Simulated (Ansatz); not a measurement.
# MoPt3: a single-point run

Aim: a sound single-point run of MoPt3. The structure is shown as the input types it.

Program: Ansatz 0.2.0. Level of theory: DFT, r2SCAN, PAW with Ansatz's default frozen-core files, scalar-relativistic. These are calculated values, not measurements.

## 1. The starting structure

Symmetry: Pm-3m, No. 221, cubic system. Conventional cell: a = 3.980 Å, b = 3.980 Å, c = 3.980 Å, α = 90.00°, β = 90.00°, γ = 90.00°. Mo (site symmetry m-3m) has 12 Pt at 2.81 Å as nearest neighbours. Around Pt (site symmetry 4/mmm) lie 4 Mo at 2.81 Å and 8 Pt at 2.81 Å.

Coordinates:

```cif
data_structure
_symmetry_space_group_name_H-M 'P 1'
_symmetry_Int_Tables_number 1
_cell_length_a 3.9795
_cell_length_b 3.9795
_cell_length_c 3.9795
_cell_angle_alpha 90.000
_cell_angle_beta 90.000
_cell_angle_gamma 90.000
_cell_volume 63.02
loop_
_atom_site_label
_atom_site_type_symbol
_atom_site_fract_x
_atom_site_fract_y
_atom_site_fract_z
_atom_site_occupancy
Mo1 Mo 0.00000 0.00000 0.00000 1
Pt1 Pt 0.50000 0.50000 0.00000 1
Pt2 Pt 0.50000 0.00000 0.50000 1
Pt3 Pt 0.00000 0.50000 0.50000 1
```

## 2. The calculation

Input file input.yaml:

```yaml
crystal:
  lattice:
    - [3.979521, 0.0, 0.0]
    - [0.0, 3.979521, 0.0]
    - [0.0, 0.0, 3.979521]
  atoms:
    - { symbol: Mo, position: [0.0, 0.0, 0.0], spin: 1.6 }
    - { symbol: Pt, position: [0.5, 0.5, 0.0] }
    - { symbol: Pt, position: [0.5, 0.0, 0.5] }
    - { symbol: Pt, position: [0.0, 0.5, 0.5] }
magnetization:
  spin_polarized: true
  magnetic_field: 200
kpoints:
  mp_grid: { grid: [9, 9, 9] }
scf:
  occupations: { method: fermi_dirac, width: 0.05 }
  convergence: { dr2_threshold: 1.0e-10 }
  lower_state_search: "off"
  max_iter: 100
hamiltonian:
  xc: r2scan
  pseudopotentials: { kind: paw }
output:
  forces: true
  stress: true
  eigenvalues: true
basis:
  ecutwfc: "50 eV"
```

Started as:

```bash
ansatz run input.yaml --threads 2 --pin off --max-ram 6144MiB --backend cpu --events-out ev --progress --plain --runs-dir out
```

Q: Will this input give a usable result? If not, why, and what should change?

The program finished normally, with warnings (cutoff below recommended, seeded moment not kept, stability check not made). It gives a pressure of -5404 GPa, which is large.

In the input, basis.ecutwfc is 50 eV. With so few plane waves the basis is incomplete by a wide margin. The potentials' recommended cutoff is 500 eV.

The test: delete basis.ecutwfc (the default then holds).
